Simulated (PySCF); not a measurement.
# C2H4ClF3Si: the cost of one run

The runs use PySCF 2.14.0, with density-fitted response routines of our own; the level of theory stands in each step. All values are computed, except where a source is named. Atoms count from 0, in the outputs and in this text.

## 1. The starting structure

11 atoms, charge 0, multiplicity 1; geometry from: GFN2-xTB. The atoms were then displaced at random by about 0.01 Å, so the start is not that level's minimum.

Bonds of the start (Å): F0–C1 1.36, C1–F2 1.36, C1–C3 1.55, C3–F4 1.39, C3–Si5 1.91, Si5–Cl6 2.00, C1–H7 1.08, C3–H8 1.13, Si5–H9 1.44, Si5–H10 1.47.

## 2. Relaxing the molecule at PBE0-D3(BJ)/def2-SVP

Job settings and geometry (Å):

```
{"job": {"xc": "PBE0", "basis": "def2-SVP", "d3": "d3bj", "grid": 1, "shake": 0.01, "kind": "geom"}, "charge": 0, "multiplicity": 1}
F     -0.833880    -0.073250    -1.662430
C     -1.352690    -0.090620    -0.405530
F     -1.961930     1.112420    -0.220000
C     -0.213870    -0.284570     0.623020
F     -0.172480    -1.642910     0.907660
Si     1.477820     0.385210     0.042880
Cl     2.301580    -0.929850    -1.212250
H     -2.103300    -0.864010    -0.371300
H     -0.581610     0.202690     1.569970
H      1.220560     1.669220    -0.566600
H      2.257900     0.489840     1.278910
```

Command:

```console
OMP_NUM_THREADS=1 python probes_run.py task.json out
```

This one command runs all jobs of the session in turn.

Q: Estimate the wall time and peak memory of this first job on 1 thread of Arm Neoverse V1, shared host.

About 53 s, with a peak of 0.54 GiB.
